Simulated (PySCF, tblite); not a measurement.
# C₃H₁₀F₂OSi₃: geometry, infrared bands and NMR shifts

Aim: predict the infrared bands and NMR shifts of C₃H₁₀F₂OSi₃ (`F[C@@H]1C[SiH2][Si@@](F)(O[SiH3])C1`).

The runs use tblite 0.8.0 and PySCF 2.14.0, with density-fitted response routines of our own; the level of theory stands in each step. All values are computed, except where a source is named. Atoms are numbered from 0 throughout.

### Step 1. The starting structure

19 atoms, charge 0, multiplicity 1; geometry from: force field or distance geometry start.

Bonds of the start (Å): F0–C1 1.35, C1–C2 1.54, C2–Si3 1.91, Si3–Si4 2.33, Si4–F5 1.61, Si4–O6 1.65, O6–Si7 1.66, Si4–C8 1.88, C8–C1 1.55, C1–H9 1.10, C2–H10 1.11, C2–H11 1.09, Si3–H12 1.47, Si3–H13 1.49, Si7–H14 1.49, Si7–H15 1.49, Si7–H16 1.48, C8–H17 1.10, C8–H18 1.10.

### Step 2. Optimising the geometry with GFN2-xTB

Job settings and geometry (Å):

```
{"job": {"kind": "relax", "xc": "GFN2-xTB", "basis": "xTB"}, "charge": 0, "multiplicity": 1}
F     -2.559900    -0.279800    -1.377100
C     -2.191300    -0.691300    -0.148200
C     -2.085000     0.521800     0.791800
Si    -0.581000     1.594400     0.324300
Si     0.554100    -0.236400    -0.569800
F      0.817500    -0.098800    -2.149000
O      1.963800    -0.591000     0.204000
Si     3.495800     0.029100     0.372900
C     -0.849400    -1.452100    -0.255600
H     -2.973200    -1.376400     0.220300
H     -3.001100     1.135700     0.706200
H     -1.992200     0.192600     1.829800
H     -0.930000     2.644600    -0.647200
H      0.061100     2.140000     1.557600
H      3.386900     1.460100     0.761000
H      4.202100    -0.720100     1.443900
H      4.227500    -0.094900    -0.907300
H     -0.902600    -2.184700    -1.070900
H     -0.652900    -1.983600     0.682300
```

Command:

```console
$ OMP_NUM_THREADS=1 python probes_run.py task.json out
```

This one command runs all jobs of the session in turn.

**Question.** This job is followed by: GFN2-xTB harmonic vibrations, gas phase; GIAO PBE0/pcSseg-1 NMR shielding, non-relativistic, gas phase. Predict these results of the whole session: strongest single infrared mode (GFN2-xTB); zero-point energy (GFN2-xTB); 13C shifts against TMS (PBE0/pcSseg-1); 1H shifts against TMS (PBE0/pcSseg-1, means over atoms taken as alike); 19F shifts against CFCl3 (PBE0/pcSseg-1); 29Si shifts against TMS (PBE0/pcSseg-1); 17O shifts against H2O (PBE0/pcSseg-1); surface potential, 1st and 99th percentile.

As calculated:

| quantity | value |
| --- | --- |
| strongest single infrared mode (GFN2-xTB) | 1092 cm⁻¹, 745 km/mol |
| zero-point energy (GFN2-xTB) | 76.8 kcal/mol |
| 13C shifts against TMS (PBE0/pcSseg-1) | 94.1, 31.5, 22.7 ppm |
| 1H shifts against TMS (PBE0/pcSseg-1, means over atoms taken as alike) | 5.65, 5.22, 3.69, 3.51, 2.02, 1.64, 0.81, 0.62 ppm |
| 19F shifts against CFCl3 (PBE0/pcSseg-1) | -148.9, -185.4 ppm |
| 29Si shifts against TMS (PBE0/pcSseg-1) | 19.7, -40.7, -96.7 ppm |
| 17O shifts against H2O (PBE0/pcSseg-1) | 56.3 ppm |
| surface potential, 1st and 99th percentile | -1.18 V and 1.45 V |

In words: The optimisation took 80 steps and gained 0.287 eV; among the close pairs (by a distance rule), F0–C1 changed most, from 1.347 to 1.392 Å. The lowest mode is slightly imaginary (10i cm⁻¹), a soft motion within the noise of the Hessian, so the minimum is not strictly shown. The strongest single mode, at 1092 cm⁻¹, moves mainly O6. GFN2-xTB is a fitted tight-binding method: band positions and strengths are rough. Its intensities can rank the bands wrongly. The most deshielded carbon is C1 (sp3 CH bonded to F), at 94.1 ppm: deshielded by the electronegative neighbour. H9 (hydrogen on an sp3 CH bonded to F) lies farthest downfield among hydrogen, at 5.65 ppm; its carbon carries F, hence the downfield position. At PBE0/pcSseg-1: Shielding is most anisotropic at O6 (span 153 ppm, paramagnetic term -120 ppm).
